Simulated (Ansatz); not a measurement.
# WS2, space group P-3m1: a convergence test of the plane-wave cutoff

Program: the Python package of Ansatz (0.2.0).

Notebook, run cell by cell (the value of a cell's last expression is shown):

**Cell 1**
```python
import warnings

import ansatz
import matplotlib.pyplot as plt
```

**Cell 2**
```python
warnings.simplefilter("ignore", ansatz.DeckWarning)
```

**Cell 3**
```python
system = (
    ansatz.Lattice.from_parameters(3.18320856, 3.18320856, 23.66876325, alpha=90, beta=90, gamma=120)
    .space_group(164)
    .atom("W", [1 / 3, 2 / 3, 0.63731754])
    .atom("S", [1 / 3, 2 / 3, 0.29681611])
    .atom("S", [2 / 3, 1 / 3, 0.57144183])
)
```

**Cell 4**
```python
len(system.resolved().sites)
```
Output:
```text
6
```

**Cell 5**
```python
calculation = (
    system.calculation()
    .occupations(ansatz.OccupationsMethod.GAUSSIAN, width=0.1)
    .functional(ansatz.Functional.R2SCAN)
    .kpoints(spacing=0.29)
)
```

**Cell 6**
```python
rows = []
for value in [250, 350, 450, 550, 650]:
    rep = calculation.basis(value).run(threads=1).report
    rows.append((value, rep["free_energy_ev"] / len(rep["lattice"]["sites"]), rep["n_iterations"], rep["n_pw"]))
```

**Cell 7**
```python
print(" cutoff (eV)   F/atom (eV)    iterations   plane waves")
for row in rows:
    print(f"{str(row[0]):>12s}  {row[1]:12.5f}  {row[2]:12d}  {row[3]:12d}")
```
Output:
```text
 cutoff (eV)   F/atom (eV)    iterations   plane waves
         250   -4070.30591             9          1807
         350   -4070.54021             9          3085
         450   -4070.54352             9          4605
         550   -4070.54505             9          6019
         650   -4070.54582             9          7887
```

**Cell 8**
```python
# differences from the last row
for row in rows[:-1]:
    shift = 1000 * (row[1] - rows[-1][1])
    print(f"{row[0]}: {shift:+.2f} meV/atom" + ("  (within 5 meV)" if abs(shift) < 5 else ""))
plt.figure(figsize=(4.5, 3))
plt.plot([str(row[0]) for row in rows], [1000 * (row[1] - rows[-1][1]) for row in rows], "o-")
plt.xlabel("cutoff (eV)")
plt.ylabel("F - F(last) (meV/atom)")
plt.tight_layout()
plt.savefig("ecut.png", dpi=100)
```
Output:
```text
250: +239.91 meV/atom
350: +5.61 meV/atom
450: +2.30 meV/atom  (within 5 meV)
550: +0.77 meV/atom  (within 5 meV)
```

From 450 eV on it stays within 5 meV an atom of the value at 650 eV; the first row (250 eV) is off by 239.9 meV and the last but one by 0.77 meV. The energy falls steadily, as expected when plane waves are added. The last run costs about 3.8 times the first.

What to keep in mind:
- The run is spin-unpolarised.
- The cell holds layers, chains or clusters in vacuum, no bulk phase.
- Spin-orbit coupling, which matters for elements this heavy, is left out.
- This cell is a computed structure, which may not be the phase found in nature.
- Shifts are counted from the last row, which is itself no proven limit.
- The script silences the warnings on its input, which a real study should read.
- Processor time in the engine: 29 s on 1 thread of Intel(R) Xeon(R) Processor @ 2.30GHz, on a shared host, peak memory 1.2 GiB.
